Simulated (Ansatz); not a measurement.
## Cu in Ansatz: the effect of functional

Slab: Cu, a slab with vacuum.

```
Cu
1.0
     2.55619    0.00000    0.00000
     0.00000    2.55619    0.00000
     0.00000    0.00000   25.84500
Cu
7
Direct
  0.50000 0.50000 0.29019
  0.00000 0.00000 0.36013
  0.50000 0.50000 0.43006
  0.00000 0.00000 0.50000
  0.50000 0.50000 0.56994
  0.00000 0.00000 0.63987
  0.50000 0.50000 0.70981
```

The slab is cut from a database's or a generator's crystal, which needn't be the stable form of the element.

The cell isn't the ideal one: the (1 0 0) slab of Cu, cut from the database cell, not relaxed.

Alike in all runs:

| Quantity | Value |
| --- | --- |
| Program | Ansatz 0.2.0 |
| Task | relaxation of the atoms |
| Potentials or basis | Ansatz PAW |
| k mesh | 10 × 10 × 1 |
| Occupations | fermi-dirac, width 0.05 eV |
| Spin | no spin polarisation |

Each run relaxes the cell or the atoms first.

Task: One run gave: largest force 0.42 eV/Å; work function 4.58 eV. Which functional did it use?
A. revPBE
B. RPBE
C. BLYP
D. r2SCAN
E. LDA

Result: D.

| functional | cutoff | largest force (eV/Å) | work function (eV) |
| --- | --- | --- | --- |
| LDA | 420 eV (not typed: the program's choice for these potentials) | 0.73 | 4.90 |
| PBEsol | 420 eV (not typed: the program's choice for these potentials) | 0.47 | 4.69 |
| RPBE | 420 eV (not typed: the program's choice for these potentials) | 0.26 | 4.38 |
| revPBE | 420 eV (not typed: the program's choice for these potentials) | 0.21 | 4.41 |
| BLYP | 420 eV (not typed: the program's choice for these potentials) | 0.39 | 4.27 |
| r2SCAN | 500 eV (not typed: the program's choice for these potentials) | 0.42 | 4.58 |

Caveats: the PAW data sets come from PBE, with cores solved anew for the run's functional, which leaves a small shift of forces and pressure.

Runs at the PBE level aren't shown here.
